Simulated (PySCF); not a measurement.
# [Eu(NH3)]3+: other functionals and bases at one geometry

One table from this session's results is given with a row withheld; the runs are named, their logs left out.

Method: several levels, as the steps say, no spin–orbit coupling; program: PySCF 2.14.0.

3 further runs of the same task are left out: 2 for a known fault of the program, 1 that didn't finish.

### Starting geometry

5 atoms, charge 3, spin multiplicity 1.

Bond lengths: Eu1–N2 2.355 Å, N2–H3 1.047 Å, N2–H4 1.047 Å, N2–H5 1.047 Å. Angles: Eu1–N2–H3 116.0°, Eu1–N2–H4 116.0°, Eu1–N2–H5 116.0°, H3–N2–H4 102.3°, H3–N2–H5 102.3°, H4–N2–H5 102.3°.

Coordinates:

```xyz
5

Eu    0.0000    0.0000   -0.1466
N     0.0000    0.0000    2.2086
H     0.9414    0.0000    2.6673
H    -0.4707    0.8153    2.6673
H    -0.4707   -0.8153    2.6673
```

Formal oxidation states: Eu +3. Each metal's 6 4f electrons lie in its core potential, so multiplicities, spins and levels count the valence alone. An earlier session relaxed this geometry at PBE0, Eu lcecp-1-SVP with ECP52, N def2-SVP, H def2-SVP (singlet, point group C3v).

At PBE0 on the finer grid: E = -90.450582 Eh, HOMO -27.60 eV, LUMO -20.21 eV, Mulliken charge on Eu1 +2.48 e, largest force component 0.004 eV/Å. 

Levels to run: HF; CAM-B3LYP; BLYP; TPSSh; PBE0, TZVP. Hardware: 2 threads of Arm Neoverse V2, shared host.

Set-up of the first run:

File run.py (the lines that set the calculation):

```python
mol = gto.M(atom='''
Eu     0.00000     0.00000    -0.14664
N      0.00000     0.00000     2.20858
H      0.94141     0.00004     2.66726
H     -0.47074     0.81527     2.66726
H     -0.47068    -0.81531     2.66726''',
    basis={'Eu': 'lcecp-1-SVP', 'N': 'def2-SVP', 'H': 'def2-SVP'},
    ecp={'Eu': 'lcecp-1-SVP'},
    charge=3, spin=0)
mf = scf.RHF(mol)
mf = mf.density_fit()  # fitting sets: Eu AutoAux, N def2-universal-JKFIT, H def2-universal-JKFIT
mf.conv_tol = 1e-08; mf.max_cycle = 55
mf.kernel(dm0)  # dm0: the density of the relaxed state
```

Launch:

```bash
$ OMP_NUM_THREADS=2 python run.py
```

Among the steps run: HF; CAM-B3LYP; BLYP; TPSSh; PBE0, TZVP.

One of the session's tables, all rows but one given; the rest of the session is left out.

| level | HOMO (eV) | gap (eV) | charge on Eu1 (e) | dipole (D) | largest force component (eV/Å) |
| --- | --- | --- | --- | --- | --- |
| PBE0 (relaxed here) | -27.60 | 7.39 | 2.48 | 3.68 | 0.00 |
| HF | -30.93 | 14.60 | 2.61 | 2.85 | 1.24 |
| CAM-B3LYP | -28.93 | 9.80 | 2.49 | 3.53 | 0.07 |
| BLYP | ? | ? | ? | ? | ? |
| TPSSh | -26.80 | 6.16 | 2.48 | 3.73 | 0.17 |
| PBE0, TZVP | -27.52 | 7.37 | 2.56 | 3.75 | 0.33 |

**Question.** Estimate the row for BLYP.

**Answer.** HOMO (eV): -26.06; gap (eV): 4.76; charge on Eu1 (e): 2.43; dipole (D): 4.01; largest force component (eV/Å): 0.40. In the column «HOMO (eV)» it is the highest.

The dipole of a charged species depends on the origin, so these sizes hold for this origin alone.

In one basis the HOMO–LUMO gap runs from 4.76 eV (BLYP) to 14.60 eV (HF). The largest leftover force, 1.24 eV/Å with HF, stands at a geometry relaxed at another level. With 4f in the core, its levels are missing from HOMO and gap, and its count is fixed, so no charge can pass from the ligands into it. Total energies of different levels can't be compared.
